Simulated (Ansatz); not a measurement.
# CsH: the cost of one run

Method: DFT LDA, scalar-relativistic, plane waves, PAW, in Ansatz 0.2.0.

**1. The starting structure**

Symmetry: Fm-3m, No. 225, cubic system. Conventional cell: a = 6.376 Å, b = 6.376 Å, c = 6.376 Å, α = 90.00°, β = 90.00°, γ = 90.00°. Cs (site symmetry m-3m) is surrounded by 6 H at 3.19 Å. H (site symmetry m-3m) is surrounded by 6 Cs at 3.19 Å.

As a file:

```
CELL_PARAMETERS angstrom
0.00000 3.18800 3.18800
3.18800 0.00000 3.18800
3.18800 3.18800 0.00000
ATOMIC_POSITIONS crystal
Cs 0.00000 0.00000 0.00000
H 0.50000 0.50000 0.50000
```

The cell is taken as given, not relaxed at this level.

**2. The scan: one atom moved over a plane**

Atom 2 (H) is moved by p along (1.000, 0.000, 0.000) and q along (0.000, 0.000, 1.000) (Å), all else fixed; its images in the other cells move with it. Points alike by symmetry are run once.

**3. At p = -0.600, q = -0.600**

The input, input.yaml:

```yaml
crystal:
  lattice:
    - [0.0, 3.188, 3.188]
    - [3.188, 0.0, 3.188]
    - [3.188, 3.188, 0.0]
  atoms:
    - { symbol: Cs, position: [0.0, 0.0, 0.0] }
    - { symbol: H, position: [0.5, 0.3117942284, 0.5] }
basis:
  ecutwfc: 420
kpoints:
  mp_grid: { grid: [8, 8, 8] }
hamiltonian:
  xc: lda
scf:
  occupations: { method: gaussian, width: 0.05 }
output:
  forces: true
  stress: true
  eigenvalues: true
```

Command:

```bash
> ansatz run input.yaml --threads 1 --pin off --max-ram 2560MiB --backend cpu --events-out ev --progress --plain --runs-dir out
```

What time and memory should one allow on 1 thread of Arm Neoverse V1, shared host?

About 5.9 s, with a peak of 0.36 GiB.
